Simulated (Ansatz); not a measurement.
# Sn2Pb3Se5: from a guess to a relaxed structure

Aim: relax a trial structure of Sn2Pb3Se5 and see where it ends.

Computed with Ansatz 0.2.0 (DFT PBE, scalar-relativistic, plane waves, PAW, unless a step's input says otherwise).

1 further run of the same task is left out (it didn't finish).

## Step 1: The system as given

Symmetry: R-3m, No. 166, trigonal system. Conventional cell: a = 4.347 Å, b = 4.347 Å, c = 53.238 Å, α = 90.00°, β = 90.00°, γ = 120.00°. Around Sn (site symmetry 3m) lie 6 Se at 3.07 Å. Pb (site symmetry 3m) has 6 Se at 3.07 Å as nearest neighbours. Pb (site symmetry -3m) is surrounded by 6 Se at 3.07 Å. Se (site symmetry 3m) has 3 Pb at 3.07 Å and 3 Sn at 3.07 Å as nearest neighbours. Se (site symmetry -3m) has 6 Sn at 3.07 Å as nearest neighbours. Se (site symmetry 3m) has 6 Pb at 3.07 Å as nearest neighbours.

Structure file:

```cif
data_structure
_symmetry_space_group_name_H-M 'R-3m:H'
_symmetry_Int_Tables_number 166
_cell_length_a 4.3469
_cell_length_b 4.3469
_cell_length_c 53.2384
_cell_angle_alpha 90.000
_cell_angle_beta 90.000
_cell_angle_gamma 120.000
_cell_volume 871.19
loop_
_atom_site_label
_atom_site_type_symbol
_atom_site_symmetry_multiplicity
_atom_site_Wyckoff_symbol
_atom_site_fract_x
_atom_site_fract_y
_atom_site_fract_z
_atom_site_occupancy
Sn1 Sn 6 c 0.66667 0.33333 0.03333 1
Pb1 Pb 6 c 0.00000 0.00000 0.10000 1
Pb2 Pb 3 b 0.33333 0.66667 0.16667 1
Se1 Se 6 c 0.33333 0.66667 0.06667 1
Se2 Se 3 a 0.00000 0.00000 0.00000 1
Se3 Se 6 c 0.00000 0.00000 0.20000 1
```

The start is an ordering of an alloy on its end members' structure types: elements ordered on the sites of the PbSe type, Pb/Sn on Pb (R-3m, No. 166).

## Step 2: A first look at the guess

input.yaml reads:

```yaml
crystal:
  lattice:
    - [2.17345023, 1.25484207, 17.7461468]
    - [-2.17345023, 1.25484207, 17.7461468]
    - [0.0, -2.50968415, 17.7461468]
  atoms:
    - { symbol: Sn, position: [0.7, 0.7, 0.7] }
    - { symbol: Sn, position: [0.3, 0.3, 0.3] }
    - { symbol: Pb, position: [0.1, 0.1, 0.1] }
    - { symbol: Pb, position: [0.9, 0.9, 0.9] }
    - { symbol: Pb, position: [0.5, 0.5, 0.5] }
    - { symbol: Se, position: [0.4, 0.4, 0.4] }
    - { symbol: Se, position: [0.0, 0.0, 0.0] }
    - { symbol: Se, position: [0.6, 0.6, 0.6] }
    - { symbol: Se, position: [0.2, 0.2, 0.2] }
    - { symbol: Se, position: [0.8, 0.8, 0.8] }
basis:
  ecutwfc: 420
kpoints:
  mp_grid: { grid: [6, 6, 6] }
hamiltonian:
  xc: pbe
scf:
  occupations: { method: gaussian, width: 0.1 }
  lower_state_search: "off"
output:
  forces: true
  stress: true
  eigenvalues: true
```

On the command line:

```
$ ansatz run input.yaml --threads 4 --pin off --max-ram 8192MiB --backend cpu --events-out ev --progress --plain --runs-dir out
```

What it wrote, shortened:

```text
Warning: RAYON_NUM_THREADS=4 ignored (pool sized by the plan → 4); use --threads N
[...]
Pseudopotentials: kind: paw
Pseudopotential: Sn, paw, valence charge 14, recommended cutoff 420 eV (normal), Sn.paw.azcp
Pseudopotential: Pb, paw, valence charge 14, recommended cutoff 420 eV (normal), Pb.paw.azcp
Pseudopotential: Se, paw, valence charge 16, recommended cutoff 420 eV (normal), Se.paw.azcp
Functional definition: PBE
[...]
Crystal: 10 atoms, lattice volume = 290.398 Å³
Basis set: ecut = 420 eV, 5705 PW (Γ), FFT grids on a1−a3, a2−a3, a3, exchange–correlation on 60×60×240 points (8 copies of the dense FFT grid, shifted against one another)
Bands: 90, of which v1, the nominal top of the filled ones, is band 75 counted from 1 (74 counted from 0)
Symmetry: 12 space group operations
Space group: R-3m (ITA 166), of the structure as read, at distance tolerance 6.6e-5 Å
k-points: 32 of 216
[...]
SCF iter   1: F=—  HF=-75118.128966 eV  |F-HF|=—  |Δ(HF+E_count)|=         —  Δρ=6.53e-4  dr2=5.41e-3  ethr=1.77e-3  ⟨swp⟩=7.5  Hψ=11147  notcnv=0  defer=10
[...]
SCF iter   8: F=-75118.124721 eV  HF=-75118.124721 eV  |F-HF|=1.53e-8  |Δ(HF+E_count)|=   5.49e-8  Δρ=1.65e-6  dr2=1.67e-8  ethr=6.67e-11  ⟨swp⟩=9.0  Hψ=12986  notcnv=0
[...]
SCF converged after 8 iterations
Free energy (F): -75118.124721 eV
[...]
E sigma→0 (E₀):  -75118.123534 eV
Entropy (-TS):   -0.002374 eV (-0.237 meV/atom)
Fermi energy:    8.751088 eV
[...]
--- Forces (eV/Å), atoms counted from 1 ---
  atom   1  Sn    -0.00000000     0.00000000    -0.02481796
  atom   2  Sn     0.00000000    -0.00000000     0.02481796
  atom   3  Pb    -0.00000000     0.00000000    -0.01324848
  atom   4  Pb    -0.00000000    -0.00000000     0.01324848
  atom   5  Pb     0.00000000     0.00000000    -0.00000000
  atom   6  Se     0.00000000     0.00000000    -0.31088748
  atom   7  Se    -0.00000000     0.00000000     0.00000000
  atom   8  Se     0.00000000    -0.00000000     0.31088748
[...]
--- Stress (GPa, compression-positive) ---
        0.259729       0.000000       0.000000
        0.000000       0.259729       0.000000
        0.000000       0.000000       0.244482
  P = ⅓ Tr σ = 0.2546 GPa (2.546 kbar)
--- Band table (eV; the first three rows and the last of 32) ---
[...]
```

Wall time 23 s (4 threads of Intel Xeon at 2.50GHz (Skylake/Cascade Lake), shared host); peak memory 1.3 GiB.

From the probe: pressure 0.3 GPa, largest force 0.31 eV/Å, gap on this mesh 0.05 eV. The relaxation goes to the converged mesh at once.

## Step 3: Full relaxation

Edit input.yaml of step 2 so:

```diff
@@ -19,3 +19,3 @@
 kpoints:
-  mp_grid: { grid: [6, 6, 6] }
+  mp_grid: { grid: [12, 12, 12] }
 hamiltonian:
@@ -24,3 +24,2 @@
   occupations: { method: gaussian, width: 0.1 }
-  lower_state_search: "off"
 output:
@@ -29 +28,6 @@
   eigenvalues: true
+relax:
+  adjacent_minimum: "off"
+  f_tol: 0.01
+  max_steps: 80
+  cell: { stress_tol: 0.05 }
```

On the command line:

```
$ ansatz run input.yaml --threads 4 --pin off --max-ram 8192MiB --backend cpu --events-out ev --progress --plain --runs-dir out
```

What it wrote:

```text
Warning: RAYON_NUM_THREADS=4 ignored (pool sized by the plan → 4); use --threads N
basis.fft_grid_basis auto: the FFT boxes are laid along the combinations [[1, 0, -1], [0, 1, -1], [0, 0, 1]] of the cell's own vectors, 4.347, 4.347 and 17.923 Å long. The dense box has 30×30×120 points. Along the cell's own vectors, as sized, it would have 120×120×120, 16.00 times as many. Of the 12 symmetry operations that the crystal satisfies within crystal.symmetry.tolerance (time reversal apart; of a slab, those that keep its plane) the dense box along the cell's own vectors carries 12, and the one as laid loses 8 of those. basis.fft_grid_basis: typed keeps the cell's own vectors: state it where this run's energies or levels are differenced outside the engine with another run's, or held beside a run that keeps those vectors.
Engine: ansatz 0.2.0, x86_64-unknown-linux-gnu
Pseudopotentials: kind: paw
Pseudopotential: Sn, paw, valence charge 14, recommended cutoff 420 eV (normal), Sn.paw.azcp
Pseudopotential: Pb, paw, valence charge 14, recommended cutoff 420 eV (normal), Pb.paw.azcp
Pseudopotential: Se, paw, valence charge 16, recommended cutoff 420 eV (normal), Se.paw.azcp
Functional definition: PBE
  parameter kappa = 0.804
  parameter beta = 0.06672455060314922
  exchange = pbe_x(kappa = kappa, mu = beta*pi^2/3)
  correlation = pbe_c(beta = beta)
Crystal: 10 atoms, lattice volume = 290.398 Å³
Basis set: ecut = 420 eV, 5705 PW (Γ), FFT grids on a1−a3, a2−a3, a3, exchange–correlation on 60×60×240 points (8 copies of the dense FFT grid, shifted against one another)
Bands: 90, of which v1, the nominal top of the filled ones, is band 75 counted from 1 (74 counted from 0)
Symmetry: 12 space group operations
Space group: R-3m (ITA 166), of the structure as read, at distance tolerance 6.6e-5 Å
k-points: 189 of 1728
Non-local potential: Sn, projectors of the file, l = 0: 2, l = 1: 2, l = 2: 2, l = 3: 2
Non-local potential: Pb, projectors of the file, l = 0: 2, l = 1: 2, l = 2: 2, l = 3: 2
Non-local potential: Se, projectors of the file, l = 0: 2, l = 1: 2, l = 2: 3, l = 3: 1
PAW form: soft (Blöchl's): semilocal exchange-correlation on the pseudo side does not see the compensation charge
PAW one-centre angular grid: Sn, 590 points (default); XC on 64 Gauss nodes
PAW one-centre angular grid: Pb, 590 points (default); XC on 64 Gauss nodes
PAW one-centre angular grid: Se, 590 points (default); XC on 64 Gauss nodes
Initial density: superposition of atomic densities (neutral atoms: chi_scale 0, normalization atom), corrected by the library's trained network
Initial wavefunctions: pseudopotential atomic-orbital guess
Functional: x = pbe(κ = 0.804, μ = 0.2195149727645171), c = pbe(β = 0.06672455060314922)
SCF iter   1: F=—  HF=-75118.114415 eV  |F-HF|=—  |Δ(HF+E_count)|=         —  Δρ=6.98e-4  dr2=4.05e-3  ethr=1.77e-3  ⟨swp⟩=7.2  Hψ=65110  notcnv=0  defer=51
preconditioner: auto → Kerker (q_TF=auto, 2.444 Å⁻¹)  [metal: Δε(μ)=0.048 eV  Ē_g=15.244 eV  σ=0.100 eV  W_gap=0.27  n_scr=72 (ndim 8)  ℏωp=21.8 eV  f_vac=0.022  D(μ)=0.12/eV (n_scr^D=0)]
SCF iter   2: F=—  HF=-75118.110143 eV  |F-HF|=—  |Δ(HF+E_count)|=   4.27e-3  Δρ=5.35e-4  dr2=2.40e-3  ethr=2.70e-6  ⟨swp⟩=2.0  Hψ=33756  notcnv=0  defer=58
SCF iter   3: F=—  HF=-75118.110216 eV  |F-HF|=—  |Δ(HF+E_count)|=   7.29e-5  Δρ=2.38e-4  dr2=1.11e-3  ethr=1.60e-6  ⟨swp⟩=1.0  Hψ=15433  notcnv=0  defer=58
SCF iter   4: F=—  HF=-75118.110228 eV  |F-HF|=—  |Δ(HF+E_count)|=   1.19e-5  Δρ=1.81e-4  dr2=2.65e-4  ethr=7.43e-7  ⟨swp⟩=2.0  Hψ=18593  notcnv=0  defer=58
SCF iter   5: F=—  HF=-75118.110223 eV  |F-HF|=—  |Δ(HF+E_count)|=   5.79e-6  Δρ=8.23e-5  dr2=1.62e-4  ethr=1.77e-7  ⟨swp⟩=1.0  Hψ=15433  notcnv=0  defer=58
SCF iter   6: F=—  HF=-75118.110210 eV  |F-HF|=—  |Δ(HF+E_count)|=   1.28e-5  Δρ=3.13e-5  dr2=3.46e-5  ethr=1.08e-7  ⟨swp⟩=2.6  Hψ=29657  notcnv=0  defer=58
SCF iter   7: F=—  HF=-75118.110224 eV  |F-HF|=—  |Δ(HF+E_count)|=   1.41e-5  Δρ=2.77e-5  dr2=5.59e-6  ethr=2.31e-8  ⟨swp⟩=1.5  Hψ=15611  notcnv=0  defer=58
SCF iter   8: F=—  HF=-75118.110224 eV  |F-HF|=—  |Δ(HF+E_count)|=   8.03e-8  Δρ=1.06e-5  dr2=7.33e-7  ethr=3.73e-9  ⟨swp⟩=2.1  Hψ=25009  notcnv=0  defer=58
SCF iter   9: F=—  HF=-75118.110224 eV  |F-HF|=—  |Δ(HF+E_count)|=   2.27e-7  Δρ=3.91e-6  dr2=9.20e-8  ethr=6.67e-11  ⟨swp⟩=7.8  Hψ=96437  notcnv=0
SCF iter  10: F=-75118.110224 eV  HF=-75118.110224 eV  |F-HF|=1.16e-8  |Δ(HF+E_count)|=   3.87e-8  Δρ=1.92e-6  dr2=3.15e-8  ethr=6.14e-11  ⟨swp⟩=4.0  Hψ=60293  notcnv=0
SCF 1 converged in 10 iterations: F = -75118.110224 eV  dr2 = 3.15e-8
relax step   1: F+E_penalty+E_count = -75118.11022405 eV  Δ(F+E_penalty+E_count) = +0.000e0 eV  max|allowed force component| = 3.020e-1 eV/Å  Δτ_max = 0.0000 Å  P = +0.319 GPa  Ω = 290.398 Å³  (10 SCF iters, dr2 threshold 1.00e-7 eV, accepted)
[... 18 lines left out ...]
relax step   2: F+E_penalty+E_count = -75118.13400494 eV  Δ(F+E_penalty+E_count) = -2.378e-2 eV  max|allowed force component| = 1.462e-1 eV/Å  Δτ_max = 0.1935 Å  P = -0.276 GPa  Ω = 293.405 Å³  energy of the carried Pulay correction = -3.300e-4 eV  (11 SCF iters, dr2 threshold 1.00e-6 eV, accepted)
[... 15 lines left out ...]
relax step   3: F+E_penalty+E_count = -75118.15124398 eV  Δ(F+E_penalty+E_count) = -1.724e-2 eV  max|allowed force component| = 8.943e-3 eV/Å  Δτ_max = 0.0730 Å  P = -0.040 GPa  Ω = 292.036 Å³  energy of the carried Pulay correction = -1.805e-4 eV  (10 SCF iters, dr2 threshold 1.00e-6 eV, accepted)
[... 13 lines left out ...]
relax step   4: F+E_penalty+E_count = -75118.15133798 eV  Δ(F+E_penalty+E_count) = -9.400e-5 eV  max|allowed force component| = 3.175e-3 eV/Å  Δτ_max = 0.0012 Å  P = -0.008 GPa  Ω = 291.838 Å³  energy of the carried Pulay correction = -1.587e-4 eV  (8 SCF iters, dr2 threshold 6.49e-9 eV, accepted)
[... 11 lines left out ...]
relax step   5: F+E_penalty+E_count = -75118.15150130 eV  Δ(F+E_penalty+E_count) = -1.633e-4 eV  max|allowed force component| = 3.187e-3 eV/Å  Δτ_max = 0.0000 Å  P = -0.008 GPa  Ω = 291.838 Å³  stress off target by 8.04e-3 GPa  SCF on the basis re-selected at this cell (its energy is not comparable with the rows above)  (7 SCF iters)
basis re-selected at this cell: Δ(F+E_penalty+E_count) = -1.633e-4 eV, ΔP = +0.000 GPa vs the last step (what re-selecting the basis moved, of the pressure what is left beyond the Pulay correction that the steps carried, after the strain that the cell walked since its last selection, with what the two solves' SCF thresholds leave and, on support functions, any second-order correction that the steps lacked; it is no measure of the basis error at this ecutwfc). The dense FFT grid was sized anew with the basis: this SCF ran on 30×30×125 points, the steps before it on 30×30×120, so part of this shift can come from that change (see relax.cell in the input reference). This SCF's stress stands 8.04e-3 GPa from its target on what of the cell is left free (relax.cell.stress_tol is 5.00e-2 GPa) and its largest allowed force component is 3.19e-3 eV/Å (relax.f_tol is 1.00e-2 eV/Å): within both
SCF converged after 7 iterations
Free energy (F): -75118.151501 eV
Harris-Foulkes:  -75118.151501 eV  (|F-HF|=5.82e-11)
Internal energy: -75118.150842 eV  (E = F + TS)
E sigma→0 (E₀):  -75118.151172 eV
Entropy (-TS):   -0.000660 eV (-0.066 meV/atom)
Fermi energy:    8.687159 eV
--- Per-component energies (eV) ---
  E_band       = -2297.697374
  E_kinetic    = 1820.156476
  E_local      = -17599.436693  (includes V_loc(G=0)·N_el)
  E_nonlocal   = -1995.053605
  E_hartree    = 8577.057977
  E_xc         = -1950.539756
  E_vxc        = -1081.325494  (∫ρ·V_xc dr)
  E_paw        = -49031.490674  (= ΣΔE_a)
  E_vpaw       = -596.151045  (= ΣTr[D̂ρ^β])
  E_aug_tail   = -0.002993  (compensation charges beyond the density's cutoff)
  E_ewald      = -14938.841574
  E_smearing   = -0.000660  (= −TS)
  E_closure    = 0.000000  (closes the sum)
  Σ components = -75118.151501   (vs F -75118.151501, Δ=0.00e0)
--- Forces (eV/Å), atoms counted from 1 ---
  atom   1  Sn     0.00000000    -0.00000000     0.00221317
  atom   2  Sn     0.00000000     0.00000000    -0.00221317
  atom   3  Pb    -0.00000000    -0.00000000     0.00247288
  atom   4  Pb     0.00000000     0.00000000    -0.00247288
  atom   5  Pb     0.00000000     0.00000000     0.00000000
  atom   6  Se     0.00000000     0.00000000    -0.00318698
  atom   7  Se    -0.00000000     0.00000000    -0.00000000
  atom   8  Se     0.00000000    -0.00000000     0.00318698
  atom   9  Se     0.00000000    -0.00000000     0.00165789
  atom  10  Se     0.00000000     0.00000000    -0.00165789
  max |Σ_I F_I| component: 2.17e-19 eV/Å
--- Stress (GPa, compression-positive) ---
       -0.007993       0.000000       0.000000
        0.000000      -0.007993       0.000000
        0.000000       0.000000      -0.008044
  P = ⅓ Tr σ = -0.0080 GPa (-0.080 kbar)
--- Band table (eV; the first three rows and the last of 189) ---
  k-point 0: bands = ["-38.8901", "-38.8901", "-38.8847", "-38.8847", "-38.8820", "-38.8114", "-38.8114", "-38.8114", "-38.8114", "-38.8096", "-38.8096", "-38.8096", "-38.8096", "-38.8086", "-38.8086", "-38.7209", "-38.7209", "-38.7209", "-38.7209", "-38.7206", "-38.7206", "-38.7160", "-38.7160", "-38.7160", "-38.7160", "-12.9689", "-12.9682", "-12.9681", "-12.9681", "-12.9654", "-12.9654", "-12.9643", "-12.9643", "-12.9590", "-12.9590", "-8.4404", "-8.4404", "-8.4354", "-8.4354", "-8.4282", "-8.4282", "-8.4244", "-8.4237", "-8.4200", "-8.4170", "-8.4170", "-8.4108", "-8.4108", "-8.4003", "-8.4003", "-4.9372", "-4.6750", "-4.6718", "-4.1491", "-4.1033", "-0.0209", "0.4993", "1.5017", "1.8323", "2.9808", "6.5573", "6.5573", "6.6094", "6.6851", "6.6851", "6.7038", "6.7038", "6.8587", "6.8587", "6.9965", "6.9965", "7.2464", "7.2471", "8.0812", "8.2664", "9.1399", "9.4790", "10.1234", "10.1234", "10.3851", "10.3851", "11.0918", "11.2055", "11.6173", "11.6173", "11.6612", "11.6612", "12.9311", "12.9356", "12.9356"]
[... 3 lines left out ...]
--- Relaxed structure (4 steps of the walk, 4 accepted, 1 SCFs on fresh bases) ---
  F+E_penalty+E_count = -75118.15150130 eV   max|allowed force component| = 3.187e-3 eV/Å   (the final SCF, on the basis selected at the relaxed cell)
  cell:  # Å, volume = 291.8375 Å³
    - [2.1765705950801486, 1.2566436173096198, 17.782997199987978]
    - [-2.1765705950801486, 1.2566436173096198, 17.782997199987978]
    - [2.22081402311344e-33, -2.5132872396296255, 17.78299719963392]
  atoms:
    - { symbol: Sn, position: [0.6989599458552569, 0.6989599458552569, 0.6989599458552568] }
    - { symbol: Sn, position: [0.30104005414474305, 0.30104005414474305, 0.3010400541447431] }
    - { symbol: Pb, position: [0.09866271350502026, 0.09866271350502026, 0.09866271350502026] }
    - { symbol: Pb, position: [0.9013372864949797, 0.9013372864949797, 0.9013372864949797] }
    - { symbol: Pb, position: [0.49999999999999994, 0.49999999999999994, 0.5] }
    - { symbol: Se, position: [0.39773725771415996, 0.39773725771415996, 0.3977372577141599] }
    - { symbol: Se, position: [7.820169620406084e-20, 7.820169620406093e-20, 7.820169619310267e-20] }
    - { symbol: Se, position: [0.6022627422858401, 0.6022627422858401, 0.6022627422858401] }
    - { symbol: Se, position: [0.20069425314285722, 0.20069425314285722, 0.2006942531428572] }
    - { symbol: Se, position: [0.7993057468571428, 0.7993057468571428, 0.7993057468571428] }
```

It took 13 min on 4 threads of Intel Xeon at 2.50GHz (Skylake/Cascade Lake), shared host; peak memory 3.2 GiB.

Step by step:

```csv
step,E - E(step 1) (eV/cell),largest force component (eV/Å),pressure (GPa),volume (Å³)
1,0.0000,0.3020,0.32,290.40
2,-0.0238,0.1462,-0.28,293.40
3,-0.0410,0.0089,-0.04,292.04
4,-0.0411,0.0032,-0.01,291.84
5,-0.0413,0.0032,-0.01,291.84
```

Step 1 is the start. Step 5 repeats the geometry before it on a plane-wave basis chosen anew for that cell, so its energy need not be comparable with the rows above.

Lengths and angles in the start's conventional setting:

|  | before | after | change |
| --- | --- | --- | --- |
| a (Å) | 4.347 | 4.353 | +0.1 % |
| b (Å) | 4.347 | 4.353 | +0.1 % |
| c (Å) | 53.238 | 53.349 | +0.2 % |
| volume (Å³/atom) | 29.04 | 29.18 | +0.5 % |
| shortest distance (Å) | 3.074 | 3.042 | -1.0 % |
| space group (0.01 Å) | R-3m | R-3m | same |

The run keeps the 12 symmetry operations of the start, so it could not have lowered the symmetry.

## Step 4: What came out

```
                              quantity                                                                        value
symmetry at the end (tolerance 0.05 Å)                                                   space group R-3m (No. 166)
                     conventional cell  a = 4.353 Å, b = 4.353 Å, c = 53.349 Å, α = 90.00°, β = 90.00°, γ = 120.00°
                                volume                                                                29.18 Å³/atom
     energy over the elements, grey Sn                                                                -0.51 eV/atom
                       gap on the mesh                                                                      0.03 eV
```

What this shows: The space group R-3m (No. 166) is kept, at nearly the size of the first guess. It lies below the elements, which doesn't yet make it stable: competing phases were not computed in this session. No finished test with a distortion of lower symmetry is shown, so the end may be a saddle point. These runs have no spin-orbit coupling; with Pb it would split and shift bands.
